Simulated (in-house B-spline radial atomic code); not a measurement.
# Tm⁵⁴⁺: a scan of exact exchange under G0W0

How do the highest level of Tm⁵⁴⁺ and its G0W0 correction move as exact exchange is mixed into PBE?

Program: an in-house B-spline radial atomic code, version 1. Level of theory: RPA, second order, AC-SOSEX and G0W0 (contour deformation) on a scalar-relativistic mean field, all electrons; no spin-orbit coupling, Breit or QED terms, no two-electron picture change. These are calculated values, not measurements, unless marked.

**1. What is computed**

- element: thulium (Z = 69)
- charge: +54
- electrons: 15
- configuration: [Ne] 3s2 3p3
- Hamiltonian: scalar-relativistic (spin-free one-electron X2C), finite nucleus
- shares of exact exchange: 0.00, 0.10, 0.20, 0.30, 0.40, 0.50, 0.60, 0.70, 0.80, 0.90, 1.00

The outer shells:

Tm54+
```
[Ne] core
3s [↑↓]
3p [↑ ][↑ ][↑ ]
```

**2. 0 % exact exchange**

Settings, as recorded:

```ini
Z = 69
electrons = 15.0
configuration = [Ne] 3s2 3p3
hamiltonian = x2c
method = pbeh
lmax = 9
exact_exchange_fraction = 0.0
rms_radius = 5.2256
spin_polarised = True
box_radius = 1.98
intervals = 60
```

Command:

```sh
> python run_gw.py task.json out
```

task.json lists these runs, among others, and the program works through them in turn.

Further steps of the session: 10 % exact exchange; 20 % exact exchange; 30 % exact exchange; 40 % exact exchange; 50 % exact exchange; 60 % exact exchange; 70 % exact exchange; 80 % exact exchange; 90 % exact exchange; 100 % exact exchange.

Before running it: what results should come out? Wanted: highest level, mean field; highest level, G0W0; RPA correlation energy; RPA+SOSEX.

**Answer**, as computed:

| quantity | value |
| --- | --- |
| highest level, mean field (range over the runs) | -5259.59 to -5201.22 eV |
| highest level, G0W0 (range over the runs) | -5259.36 to -5259.22 eV |
| RPA correlation energy | -1.365 to -1.270 hartree |
| RPA+SOSEX | -0.8580 to -0.8025 hartree |
| tabulated theoretical ionisation energy (3p shell) | 5157.0 ± 5 eV (NIST Atomic Spectra Database, ionization energies) |
| G0W0 removal energy less that value | +102 eV |

**Reading.** The starts spread the highest level over 58.4 eV; after G0W0 0.14 eV remain, 0.24 % of that. Without exact exchange the level is bound too weakly, and G0W0 lowers it by 58 eV. The correction changes sign near 100 % exact exchange, where the start's level already equals its G0W0 level. The RPA energy is largest in size at 0 % exact exchange and smallest at 100 % exact exchange, 6.9 % apart; over the runs it loosely follows the gap of the start, as smaller excitation energies give more correlation. All runs miss the tabulated theoretical ionisation energy, 5157.0 ± 5 eV, by about +102 eV (+2.0 %), far more than they differ among themselves. Spin-orbit coupling is left out: in so heavy and highly charged an ion the half-filled shell is really jj-coupled, so the high-spin state computed here is a model and the comparison is rough. Spin-orbit coupling, which splits the 3p shell strongly in so heavy an element, is left out.
